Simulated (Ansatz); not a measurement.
# FH3SbSi: the cost of one run

All numbers are computed with the Python package of Ansatz 0.2.0. Level of theory: PBE/def2-SVP.

## 1. The system

Bond lengths: F1–Sb2 2.044 Å, Sb2–Si3 2.527 Å, Si3–H4 1.385 Å, Si3–H5 1.500 Å, Si3–H6 1.487 Å. Angles: F1–Sb2–Si3 93.4°, Sb2–Si3–H4 111.8°, Sb2–Si3–H5 108.3°, Sb2–Si3–H6 109.4°, H4–Si3–H5 107.6°, H4–Si3–H6 111.4°, H5–Si3–H6 108.2°.

The script holds or builds the structure itself.

## 2. The script

relaxed_scan_fh3sbsi.py

```python
import ansatz as az
import numpy as np

geometry_ang = [
    ("F", [1.3836, -1.7721, 1.3785]),
    ("Sb", [-0.3173, -1.9118, 0.254]),
    ("Si", [-0.3059, 0.544, -0.3401]),
    ("H", [-1.3367, 0.8685, -1.2066]),
    ("H", [0.9861, 0.8528, -1.0372]),
    ("H", [-0.3677, 1.3546, 0.9051]),
]
geometry = az.Crystal.molecule()
for symbol, xyz in geometry_ang:
    geometry = geometry.atom(symbol, xyz)

setup = (
    geometry.calculation()
    .basis(gaussian="def2-SVP")
    .functional("pbe")
    .spin("collinear", total=1)
)
symbols = [site.symbol for site in geometry.cartesian_sites]
pairs = [(0, 1), (1, 2), (2, 3), (2, 4), (2, 5)]
print("held (A)   E (eV)        ", "  ".join(f"{symbols[i]}{i}-{symbols[j]}{j}" for i, j in pairs))
for length in [1.37, 1.49, 1.61, 1.78, 2.01]:
    summary = setup.relax(constraints=[az.DistanceConstraint((2, 5), at=length)], force_tolerance=0.02, max_steps=60).run(threads=1).report
    xyz = np.array(summary["positions_ang"])
    print(f"{length:6.2f} {summary['free_energy_ev']:14.5f}  ", "  ".join(f"{np.linalg.norm(xyz[i] - xyz[j]):.3f}" for i, j in pairs))
```

## 3. The input behind the calls

The engine receives this input (first run):

```yaml
crystal:
  periodic: [false, false, false]
  atoms:
    - { symbol: F, position_ang: [1.3836, -1.7721, 1.3785] }
    - { symbol: Sb, position_ang: [-0.3173, -1.9118, 0.254] }
    - { symbol: Si, position_ang: [-0.3059, 0.544, -0.3401] }
    - { symbol: H, position_ang: [-1.3367, 0.8685, -1.2066] }
    - { symbol: H, position_ang: [0.9861, 0.8528, -1.0372] }
    - { symbol: H, position_ang: [-0.3677, 1.3546, 0.9051] }
basis:
  gaussian:
    orbitals: def2-SVP
hamiltonian:
  xc: pbe
magnetization:
  spin_polarized: true
  initial_magnetization: 1.0
relax:
  f_tol: 0.02
  max_steps: 60
  constraints:
    - { distance: [2, 5], at: 1.37 }
```

## 4. Running it

Started as:

```sh
python relaxed_scan_fh3sbsi.py
```

**Question.** How long does this script take on 1 thread of Arm Neoverse V1, shared host, and how much memory does it need?

About 1.7 min, with a peak of 0.24 GiB.
